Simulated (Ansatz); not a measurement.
I need a rigid scan of one bond length of CH3NOSn, SMILES O=[C]1[NH][SnH2]1. Use Ansatz 0.2.0, Python API. Settings (for the species named): PBE, def2-SVP basis, multiplicity 1.

```xyz
7

O    -0.7331   -2.2213    0.7090
C    -0.2672   -1.0778    0.3792
N     0.9556   -0.1812    0.3646
Sn   -0.4789    0.7104   -0.4795
H     1.9944   -0.0986    0.6294
H    -1.1415    2.0033    0.5525
H    -0.2681    0.7972   -2.2009
```

`scan_ch3nosn.py`
```python
"""Stretching a bond of CH3NOSn, the rest held rigid."""

import ansatz as az
import numpy as np

GEOMETRY = """
O    -0.73310   -2.22130    0.70900
C    -0.26720   -1.07780    0.37920
N     0.95560   -0.18120    0.36460
Sn   -0.47890    0.71040   -0.47950
H     1.99440   -0.09860    0.62940
H    -1.14150    2.00330    0.55250
H    -0.26810    0.79720   -2.20090
"""

molecule = az.Crystal.molecule()
for line in GEOMETRY.strip().splitlines():
    symbol, *xyz = line.split()
    molecule = molecule.atom(symbol, [float(v) for v in xyz])

symbols = [site.symbol for site in molecule.cartesian_sites]
start = np.array([site.position_ang for site in molecule.cartesian_sites])
axis = (start[4] - start[2]) / np.linalg.norm(start[4] - start[2])
moving = [4]
lengths, energies = [0.946, 0.989, 1.032, 1.075, 1.118, 1.161, 1.204, 1.269], []
for length in lengths:
    xyz = start.copy()
    xyz[moving] += (length - np.linalg.norm(start[4] - start[2])) * axis
    point = az.Crystal.molecule()
    for symbol, place in zip(symbols, xyz):
        point = point.atom(symbol, place.tolist())
    base = (
        point.calculation()
        .basis(gaussian="def2-SVP")
        .functional("PBE")
    )
    rep = base.run(threads=1).report
    energies.append(rep["free_energy_ev"])
    print(f"r = {length:6.3f} A  E = {energies[-1]:.5f} eV  <S^2> = {abs(rep['mean_field']['state']['spin_squared']):.3f}")

# quartic fit about the minimum
fit = np.polynomial.Polynomial.fit(lengths, np.array(energies) - min(energies), 4).convert()
roots = [r.real for r in fit.deriv().roots() if abs(r.imag) < 1e-9 and fit.deriv(2)(r.real) > 0]
r_e = min(roots, key=lambda r: abs(r - lengths[int(np.argmin(energies))]))
print(f"minimum of the fit at {r_e:.4f} A, force constant {fit.deriv(2)(r_e):.2f} eV/A^2")
```

Running `python scan_ch3nosn.py` prints:
```text
r =  0.946 A  E = -10441.96316 eV  <S^2> = 0.000
r =  0.989 A  E = -10442.09893 eV  <S^2> = 0.000
r =  1.032 A  E = -10442.13697 eV  <S^2> = 0.000
r =  1.075 A  E = -10442.10161 eV  <S^2> = 0.000
r =  1.118 A  E = -10442.01195 eV  <S^2> = 0.000
r =  1.161 A  E = -10441.88294 eV  <S^2> = 0.000
r =  1.204 A  E = -10441.72630 eV  <S^2> = 0.000
r =  1.269 A  E = -10441.45683 eV  <S^2> = 0.000
minimum of the fit at 1.0309 A, force constant 40.11 eV/A^2
```

Reading the output:
- These settings explore the input space; basis and method may be short of convergence.
- The rest of the molecule is held rigid at a force-field or estimated start geometry, and the basis set is modest; single-reference methods fail as a bond breaks.
- def2 sets replace the cores of elements past krypton by effective core potentials.
- The orbitals are restricted, so S² is zero by construction.
- Hardware and time: 11 s on 1 thread of Arm Neoverse V2, on a shared host, peak memory 0.19 GiB.

(Lines on the test bed's own set-up are left out of the output.)
